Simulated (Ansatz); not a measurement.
Consider a comparison of norm-conserving and PAW potentials of MnCo3C, space group Pm-3m (the Ansatz DFT code, driven from Python).

`nc_paw_mnco3c.py`
```python
import ansatz as az
import numpy as np


def count_gap(report):
    # lowest empty less highest filled band, counting bands; zero where they overlap
    return max(report.get("gap_by_band_count_ev") or 0.0, 0.0)

mnco3c = (
    az.Lattice.from_parameters(3.754344, 3.754344, 3.754344, alpha=90.0, beta=90.0, gamma=90.0)
    .atom("Mn", (0.5, 0.5, 0.5), moment=2.8)
    .atom("Co", (0.5, 0.0, 0.0), moment=-1.8)
    .atom("Co", (0.0, 0.5, 0.0), moment=1.8)
    .atom("Co", (0.0, 0.0, 0.5), moment=-1.8)
    .atom("C", (0.0, 0.0, 0.0))
)

calculation = (
    mnco3c.calculation()
    .functional(az.Functional.PBESOL, dispersion="d4")
    .kpoints(7, 7, 7)
    .occupations("Fermi-Dirac", width=0.15)
    .spin(az.SpinTreatment.COLLINEAR)
    .stress()
    .forces()
    .band_table()
)
variants = {
    "PAW": calculation.pseudopotentials("paw"),
    "norm-conserving": calculation.pseudopotentials("nc"),
}
rows = []
for label, variant in variants.items():
    report = variant.run(threads=1).report
    levels = np.array(report["eigenvalues_ev"][0]) - report["fermi_energy_ev"]
    print(label, "levels at the first k-point near E_F:", np.round(levels[np.abs(levels) < 5], 3))
    rows.append((label, report["n_electrons"], np.trace(report["stress_gpa"]) / 3, count_gap(report), report["magnetization_mub"]))
for row in rows:
    print("; ".join(f"{name} = {round(v, 4) if isinstance(v, float) else v}" for name, v in zip(["treatment", "electrons in bands", "P GPa", "gap by band count eV", "moment muB"], row)))
```

How well do the two treatments of the cores agree on the pressure?

PAW gives -12.675 GPa and norm-conserving -12.334 GPa, 0.34 GPa apart (a gap this large is an error of one set of files, which an all-electron run can settle). They took 20.4 and 64.6 s of processor time.

The output:

```console
$ python nc_paw_mnco3c.py
DeckWarning: basis.ecutwfc = 420 eV, auto-derived from the records' recommended cutoffs: set by Mn (normal level)
RunWarning: the starting moments were not kept: 2 of 4 ended reversed and 2 kept their direction, counting a site from 0.1 μB. The largest reversed, site 1 (counted from 0, in the order of the report's site_moments_mub), started with -1.8 μB and closes at [...]
PAW levels at the first k-point near E_F: [-4.423 -4.423 -4.109 -4.109 -4.109 -3.354 -3.354 -3.354 -2.311 -2.311
 -2.311 -1.56  -1.56  -0.698 -0.698 -0.616 -0.616 -0.616 -0.489 -0.062
 -0.062 -0.062  4.106]
DeckWarning: basis.ecutwfc = 1306.14654 eV, auto-derived from the records' recommended cutoffs: set by Mn (normal level)
norm-conserving levels at the first k-point near E_F: [-4.435 -4.435 -4.113 -4.113 -4.113 -3.342 -3.342 -3.342 -2.327 -2.327
 -2.327 -1.559 -1.559 -0.731 -0.731 -0.616 -0.616 -0.616 -0.483 -0.077
 -0.077 -0.077  4.115]
treatment = PAW; electrons in bands = 70.0; P GPa = -12.6752; gap by band count eV = 0.0; moment muB = 6.0418
treatment = norm-conserving; electrons in bands = 70.0; P GPa = -12.3343; gap by band count eV = 0.0; moment muB = 6.0523
```
(Warnings from the package without file and line, shortened, repeats left out.)

What to keep in mind:
- Total energies depend on the potentials; only differences at equal settings carry meaning. A total without «per atom» is that of the cell as typed.
- The SCF didn't keep the moments it started from (some shrank, vanished or turned); what is printed is the state reached.
- Dispersion corrections can be off by several per cent in the lattices of metals, and by several GPa in the pressure at a fixed cell.
- The mesh is modest for a metal, so energies can be off by several to tens of meV an atom and pressures by half a GPa or more; differences at equal mesh fare better.
- A Fermi-Dirac width this large means warm electrons, whose thermal share enters the free energy.
- A gap by band count of zero or less means overlapping bands, a metal.
- At these settings the cell as given stands under about -12 GPa, so it isn't at this functional's equilibrium volume.
- This cell is a computed structure, which may not be the phase found in nature.
- Gaps and levels are Kohn-Sham values on a finite set of k-points.
- Stress is positive in compression.
- Run time: 86 s on 1 thread of Intel(R) Xeon(R) Processor @ 2.30GHz, with other jobs on the host, peak memory 1.1 GiB.
